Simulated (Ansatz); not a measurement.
BH3S2, SMILES SBS: the interaction energy of a dimer with the counterpoise correction, run with Ansatz's Python interface.

`dimer_bh3s2.py`
```python
'''Interaction energy of two BH3S2 molecules, with the counterpoise correction.'''

import ansatz

BASIS = 'cc-pVDZ'
XC = 'PBE'
DISPERSION = 'd3bj'

FIRST = [
    ('S', (-1.4053, -0.337, -0.8476)),
    ('B', (0.2296, -0.3598, -0.0304)),
    ('S', (0.8261, 1.1271, 0.9312)),
    ('H', (-0.831, 0.2392, -2.0498)),
    ('H', (0.9014, -1.3351, -0.138)),
    ('H', (0.2793, 0.6657, 2.1347)),
]
SECOND = [
    ('S', (-2.3605, 1.6598, -3.0676)),
    ('B', (-2.831, 2.7585, -1.6846)),
    ('S', (-2.0992, 2.5036, 0.0157)),
    ('H', (-3.4185, 0.7262, -2.7267)),
    ('H', (-3.6185, 3.6246, -1.8939)),
    ('H', (-1.0248, 3.3666, -0.232)),
]

def energy(atoms, ghosts=()):
    molecule = ansatz.Crystal.molecule()
    for symbol, xyz in atoms:
        molecule = molecule.atom(symbol, xyz)
    calc = (
        molecule.calculation()
        .basis(gaussian=BASIS)
        .functional(XC, dispersion=DISPERSION)
    )
    deck = calc.input()
    if ghosts:
        deck = deck.set(ansatz.key.basis.gaussian.ghost_atoms, [{'symbol': s, 'position_ang': list(xyz)} for s, xyz in ghosts])
    return ansatz.Session.from_dict(deck).plan().execute().report['free_energy_ev']

# ghost atoms carry the functions of the partner
both = energy(FIRST + SECOND)
alone = energy(FIRST) + energy(SECOND)
ghosted = energy(FIRST, SECOND) + energy(SECOND, FIRST)
print(f'dimer {both:.6f} eV')
print(f'interaction, uncorrected   {96.485332 * (both - alone):8.3f} kJ/mol')
print(f'interaction, counterpoise  {96.485332 * (both - ghosted):8.3f} kJ/mol')
print(f'basis-set superposition    {96.485332 * (alone - ghosted):8.3f} kJ/mol')
```

How large is the interaction at this pose, and how much of it is basis-set superposition?

Uncorrected it is 35.608 kJ/mol, with the counterpoise correction 46.432 kJ/mol; the difference, 10.82 kJ/mol, is the superposition error. In this basis both values are repulsive.

What the script printed:

```console
$ python dimer_bh3s2.py
dimer -44770.523590 eV
interaction, uncorrected     35.608 kJ/mol
interaction, counterpoise    46.432 kJ/mol
basis-set superposition      10.824 kJ/mol
```

Caveats:
- Total energies depend on the basis set; only differences at equal settings carry meaning.
- The dimer is a generated trial pose of unrelaxed monomers, not a minimum, so the figure is no binding energy, and the basis set is small.
- Timing: 18 s on 1 thread of Arm Neoverse V1 (shared host), peak memory 0.27 GiB.
